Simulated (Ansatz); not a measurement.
# FH3NSSi: the cost of one run

All numbers are computed with Ansatz 0.2.0 through its Python package. Level of theory: PBE/def2-SVP.

## (1) The structure

Bond lengths: N1–Si2 1.666 Å, Si2–F3 1.592 Å, Si2–S4 2.125 Å, N1–H5 1.078 Å, N1–H6 1.005 Å, Si2–H7 1.495 Å. Angles: N1–Si2–F3 107.5°, N1–Si2–S4 104.2°, N1–Si2–H7 109.3°, F3–Si2–S4 110.0°, F3–Si2–H7 114.2°, S4–Si2–H7 111.1°, Si2–N1–H5 103.4°, Si2–N1–H6 106.7°, H5–N1–H6 98.7°.

The script holds or builds the structure itself.

## (2) Script

Contents of fh3nssi_freq.py:

```python
"""Harmonic frequencies of FH3NSSi at its relaxed geometry."""

import logging
import sys

import ansatz
from ase import Atoms
from ase.thermochemistry import IdealGasThermo
import numpy as np

logging.basicConfig(stream=sys.stdout, format="%(levelname)s %(message)s")
logger = logging.getLogger("run")
logger.setLevel(logging.INFO)


def main() -> None:
    geometry = (
        ansatz.Crystal.molecule()
        .atom("N", [-0.9106, -0.6329, 0.1614])
        .atom("Si", [0.5756, 0.1123, 0.2668])
        .atom("F", [0.4375, 1.3078, 1.3091])
        .atom("S", [0.9116, 0.8838, -1.6841])
        .atom("H", [-1.5945, 0.1901, 0.0308])
        .atom("H", [-0.9703, -1.0271, -0.7611])
        .atom("H", [1.612, -0.902, 0.6315])
    )

    model = (
        geometry.calculation()
        .basis(gaussian="def2-SVP")
        .functional("pbe")
        .spin("collinear", total=1)
        .accuracy("high")
    )
    symbols = [site.symbol for site in geometry.cartesian_sites]
    start = np.array([site.position_ang for site in geometry.cartesian_sites], dtype=float)
    summary = model.relax(force_tolerance=0.003).run(threads=1).report
    end = np.array(summary["positions_ang"])

    logger.info("final positions (A) and the move of each atom")
    for symbol, xyz, old in zip(symbols, end, start):
        logger.info(f"{symbol:2s} {xyz[0]:10.5f} {xyz[1]:10.5f} {xyz[2]:10.5f}   {np.linalg.norm(xyz - old):7.4f}")

    # same settings at the minimum
    minimum = ansatz.Crystal.molecule()
    for symbol, xyz in zip(symbols, end):
        minimum = minimum.atom(symbol, xyz.tolist())
    vibrating = (
        minimum.calculation()
        .basis(gaussian="def2-SVP")
        .functional("pbe")
        .spin("collinear", total=1)
        .accuracy("high")
        .phonons(temperatures=(298.15, 498.15, 100))
    )
    vib = vibrating.run(threads=1).report["vibrations"]
    sums = vib["harmonic_sums"]
    modes = [m["omega_inv_cm"] for m in sums["modes_at_gamma"] if m["rigid_motion"] == "no"]
    print("frequencies (1/cm):", " ".join(f"{w:.0f}" for w in modes))
    print("imaginary modes:", sum(w < 0 for w in modes), " zero-point energy:", round(sums["zero_point_energy_ev"], 4), "eV")
    # rigid rotor and ideal gas, symmetry number taken as one
    gas = IdealGasThermo(vib_energies=[w / 8065.544 for w in modes if w > 0], geometry="linear" if len(modes) == 3 * len(symbols) - 5 else "nonlinear",
                         atoms=Atoms(symbols, positions=end), symmetrynumber=1, spin=0.5)
    logger.info(f"H(298 K) - E = {gas.get_enthalpy(298.15, verbose=False):.4f} eV")
    logger.info(f"S(298 K, 1 bar) = {96485.33 * gas.get_entropy(298.15, 1e5, verbose=False):.1f} J/(mol K) with symmetry number 1")

    # all hydrogen replaced by deuterium
    heavier = vibrating.phonons(masses={"H": 2.014102}).run(threads=1).report["vibrations"]["harmonic_sums"]
    print("deuterated (1/cm):", " ".join(f"{m['omega_inv_cm']:.0f}" for m in heavier["modes_at_gamma"] if m["rigid_motion"] == "no"))
    print("zero-point energy falls by", round(sums["zero_point_energy_ev"] - heavier["zero_point_energy_ev"], 4), "eV")


if __name__ == "__main__":
    main()
```

## (3) Launch

Started as:

```console
> python fh3nssi_freq.py
```

Q: Estimate wall time and peak memory on 1 thread of AMD EPYC 9R45 (Zen 5), shared host.

About 5.9 min, with a peak of 0.39 GiB.
